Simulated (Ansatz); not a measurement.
# C2H5Sn+ (SMILES [CH+]=[CH][SnH3]): functionals against CCSD(T) at one geometry

An exercise on one series of results from a longer session: the logs are not shown, and one member is left open.

Method: single points in def2-TZVPP; program: Ansatz 0.2.0, Gaussian basis.

Cores are frozen in the correlated methods. Filled d shells of the heavier atoms are correlated. Core potentials replace the inner electrons past krypton, and spin-orbit coupling is left out. B3LYP uses VWN-RPA correlation.

## The starting structure

SMILES `[CH+]=[CH][SnH3]`, 8 atoms, charge 1, spin multiplicity 1.

Atoms are counted from 1 here; the program's logs count them from 0.

Bond lengths: C1–C2 1.029 Å, C1–Sn3 2.596 Å, C1–H4 1.075 Å, C2–H5 1.214 Å, Sn3–H6 1.877 Å, Sn3–H7 1.705 Å, Sn3–H8 1.634 Å. Angles: C2–C1–Sn3 86.5°, C2–C1–H4 154.5°, Sn3–C1–H4 93.1°, C1–C2–H5 160.7°, C1–Sn3–H6 80.7°, C1–Sn3–H7 109.5°, C1–Sn3–H8 95.0°, H6–Sn3–H7 109.7°, H6–Sn3–H8 125.2°, H7–Sn3–H8 122.7°.

As a file:

```xyz
8
C2H5Sn
C    -0.89530    0.27420   -1.08730
C     0.01970    0.58060   -1.44370
Sn    0.37960   -0.55510    1.01700
H    -1.81870    0.39900   -0.55140
H     1.05280    0.60030   -2.08180
H    -0.30080    1.05870    1.69200
H     2.05830   -0.40950    0.75990
H    -0.38100   -1.99940    1.08280
```

The first run:

run/in.yaml reads:

```yaml
crystal:
  periodic: [false, false, false]
  atoms:
    - {symbol: C, position_ang: [-0.895300, 0.274200, -1.087300]}
    - {symbol: C, position_ang: [0.019700, 0.580600, -1.443700]}
    - {symbol: Sn, position_ang: [0.379600, -0.555100, 1.017000]}
    - {symbol: H, position_ang: [-1.818700, 0.399000, -0.551400]}
    - {symbol: H, position_ang: [1.052800, 0.600300, -2.081800]}
    - {symbol: H, position_ang: [-0.300800, 1.058700, 1.692000]}
    - {symbol: H, position_ang: [2.058300, -0.409500, 0.759900]}
    - {symbol: H, position_ang: [-0.381000, -1.999400, 1.082800]}
basis:
  gaussian: {orbitals: def2-TZVPP}
total_charge: 1
correlation: {method: ccsd_t}
output: {forces: true}
```

The command line of these runs was not kept.

Among the steps run: CCSD(T)/def2-TZVPP; PBE0-D4/def2-TZVPP; wB97M-V/def2-TZVPP; r2SCAN-D4/def2-TZVPP; PBE-D4/def2-TZVPP; CAM-B3LYP-D4/def2-TZVPP; B3LYP-D4/def2-TZVPP.

One of the session's tables, all rows but one given; the rest of the session is left out.

| method | RMS force component (eV/Å) | angle to CCSD(T) forces (°) |
| --- | --- | --- |
| CCSD(T) | 10.416 | reference |
| PBE0-D4 | 10.090 | 0.5 |
| wB97M-V | 10.029 | 0.5 |
| r2SCAN-D4 | 10.137 | 0.4 |
| PBE-D4 | ? | ? |
| CAM-B3LYP-D4 | 9.838 | 0.8 |
| B3LYP-D4 | 9.979 | 0.6 |

Q: Estimate the row for PBE-D4 from the others.

**Answer.** RMS force component (eV/Å): 10.243; angle to CCSD(T) forces (°): 0.8. In the column «RMS force component (eV/Å)» it lies between r2SCAN-D4 (10.137) and CCSD(T) (10.416).
